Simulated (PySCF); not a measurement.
# C4H8AlClS2: the cost of one run

The runs use PySCF 2.14.0, with density-fitted response routines of our own; the level of theory stands in each step. All values are computed, except where a source is named. Atoms count from 0, in the outputs and in this text.

### Step 1. Starting geometry

16 atoms, charge 0, multiplicity 1; geometry from: GFN2-xTB.

Bonds of the start (Å): C0–C1 1.52, C1–C2 1.52, C2–C3 1.53, C3–S4 1.84, S4–Al5 2.21, Al5–Cl6 2.01, Al5–S7 2.21, S7–C2 1.85, C0–H8 1.09, C0–H9 1.09, C0–H10 1.09, C1–H11 1.10, C1–H12 1.09, C2–H13 1.09, C3–H14 1.09, C3–H15 1.09.

### Step 2. Excited states and response: CAM-B3LYP/def2-SVPD

What the job is given:

```
{"job": {"kind": "uv", "xc": "CAM-B3LYP", "basis": "def2-SVPD", "nstates": 8, "ntriplets": 3}, "charge": 0, "multiplicity": 1}
C     -2.023927     0.466671    -0.393544
C     -0.719630     0.696510     0.361177
C      0.022938    -0.593802     0.690134
C      0.505007    -1.368572    -0.535435
S      1.731298    -0.486297    -1.589464
Al     2.706328     0.421970     0.171788
Cl     4.411828     1.488324     0.263127
S      1.418820    -0.222933     1.846380
H     -1.839178     0.071154    -1.388588
H     -2.557019     1.407934    -0.500152
H     -2.660548    -0.229739     0.148045
H     -0.055115     1.342408    -0.231951
H     -0.930130     1.214878     1.298623
H     -0.633955    -1.259155     1.258885
H     -0.340992    -1.588185    -1.185994
H      0.956676    -2.310727    -0.224443
```

With the program's defaults for keys left out, this is: TDDFT CAM-B3LYP/def2-SVPD, vertical, gas phase, core orbitals frozen in the response.

On the command line:

```console
$ OMP_NUM_THREADS=1 python probes_run.py task.json out
```

This one command runs all jobs of the session in turn.

Q: Estimate the wall time and peak memory of this job on 1 thread of Arm Neoverse V1, shared host.

About 88 s, with a peak of 1.2 GiB.
